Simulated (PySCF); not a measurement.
# C5H2F2: the cost of one run

Programs: PySCF 2.14.0, with routines of our own; each step states its level. All values are computed. Atoms count from 0.

## (1) The starting structure

9 atoms, charge 0, multiplicity 1; geometry from: GFN2-xTB.

## (2) Relaxing the molecule at PBE0-D3(BJ)/def2-TZVP

Job settings and geometry (Å):

```
{"job": {"xc": "PBE0", "basis": "def2-TZVP", "d3": "d3bj", "grid": 2, "kind": "geom"}, "charge": 0, "multiplicity": 1}
F      3.083331     1.604843    -0.252857
C      2.532919     0.387231    -0.107710
C      1.253719     0.171066    -0.255277
C      0.006550    -0.020788    -0.389415
C     -1.233645    -0.240826    -0.543740
C     -2.513838    -0.451000    -0.690851
F     -3.384321    -0.367829     0.329863
H      3.267262    -0.367974     0.139233
H     -2.998415    -0.708730    -1.623295
```

Command:

```console
$ OMP_NUM_THREADS=1 python excited_run.py task.json out
```

The driver reads the jobs from task.json and runs them one after another.

Q: Estimate the wall time and peak memory of this first job on 1 thread of AMD EPYC 9R45, shared host.

About 86 s, with a peak of 0.98 GiB.
